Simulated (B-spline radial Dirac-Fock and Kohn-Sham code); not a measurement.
# An X-ray data sheet for S¹²⁺, step by step

Wanted for sulfur as S¹²⁺: its X-ray form factor and Compton profile, the binding energy of each subshell, its photoionisation cross sections and the widths and yields of its core holes.

Program: B-spline radial Dirac-Fock and Kohn-Sham code, version 2. Model: a free atom or ion on a radial basis; each step names its model. All values are calculated, but those marked as tabulated.

**1. The system**

The S¹²⁺ ion, [He] 2s2.

* nuclear charge: 16
* electrons: 4
* mass number: 32
* nuclear rms radius: 3.2611 fm

Outer shells as boxes (Hund's rule, for the drawing alone; heavy ions are jj-coupled, and the calculation averages over the configuration):

```
[He] core
2s [↑↓]
```

**2. X-ray scattering functions**

Model: Dirac-Fock average of configuration, finite nucleus; form factor of the spherical density, Waller-Hartree incoherent function, impulse-approximation Compton profiles.

The run's settings:

```ini
task = scatter
Z = 16
charge = 12
configuration = 1s2 2s2
mass_number = 32
rms_radius = 3.2611  # fm
s = [0.0, 0.05, 0.1, 0.15, 0.2, 0.25, 0.3, 0.35, 0.4, 0.45, 0.5, 0.6, 0.7, 0.8, 0.9, 1.0, 1.1, 1.2, 1.4, 1.6, 1.8, 2.0, 2.5, 3.0, 3.5, 4.0, 5.0, 6.0]  # 1/A
pz = [0, 0.1, 0.2, 0.3, 0.4, 0.5, 0.6, 0.8, 1.0, 1.2, 1.4, 1.6, 1.8, 2.0, 2.5, 3.0, 4.0, 5.0, 7.0, 10.0, 15.0, 20.0, 30.0, 40.0, 60.0, 100.0]  # a.u.
photon_energy = [1000, 2000, 10000, 17479.3, 20000, 50000, 200000, 1000000]  # eV
```

**3. Binding energies**

Model: Dirac-Fock average of configuration, Delta-SCF, finite nucleus, first-order Breit with its frequency dependence, self-energy and vacuum polarisation.

Recorded inputs:

```ini
task = binding
```

**4. Photoionisation**

Model: independent-particle photoionisation: Dirac-Hartree-Slater potential of the initial state with a Latter tail for bound and continuum orbitals, all multipoles in the length form, thresholds from Dirac-Fock Delta-SCF.

The run's settings:

```ini
task = photo
photon_energy = [46.7, 52.2, 85.5, 100, 600, 1130.0, 1390.0, 1486.9, 1560.0, 2984.4, 7550.0, 9251.7, 17479.3, 40000, 80000, 125000.0]  # eV
```

**5. Widths and yields**

Model: independent-particle rates: relativistic LDA orbitals of the hole state, multipoles to L = 3 (length form), Coulomb Auger matrix elements with a Latter-tail continuum; energies from Dirac-Fock.

Settings, as recorded:

```ini
task = decay
holes = ["K", "L1"]
```

Q: Predict the outcome of this session. Wanted: rms radius of the electron cloud; form factor halves at; Compton profile at zero; deepest level listed, K; least bound, L1; K hole: width, yield.

As calculated:

```
                                quantity                       value
        rms radius of the electron cloud                  0.325 bohr
                   form factor halves at                     1.2 1/Å
                 Compton profile at zero               0.4906 1/a.u.
            deepest level listed, K (1s)                   3061.4 eV
                    least bound, L1 (2s)                    646.8 eV
ionisation energy, NIST (semi-empirical)                  651.960 eV
                      total at 1486.9 eV                     29.2 kb
         strongest subshell at 1486.9 eV  L1 (2s), 29.2 kb, β = 2.00
                    K hole: width, yield         0.0600 eV, 2.17e-08
                            its lifetime                     11.0 fs
                      its strongest line             K-L1, 2414.6 eV
```

In words: f falls from 4 to half of that at s = 1.2 1/Å. Incoherent scattering outweighs coherent from 50.0 keV on, among the energies asked. The K (1s) level lies 4.63 eV under Koopmans' value by relaxation alone; Breit gives -1.49 and QED -0.67 eV. NIST's ionisation energy differs by +5.12 eV from the least binding energy; correlation is missing from the calculation. At 1486.9 eV, L1 (2s) gives 100 % of the photoabsorption; at 125000 eV the K shell gives 91 %. The K hole lives 11 fs and decays mostly by electron emission (yield 2.2e-08). The Hartree-Fock and Dirac-Fock values hold no electron correlation.
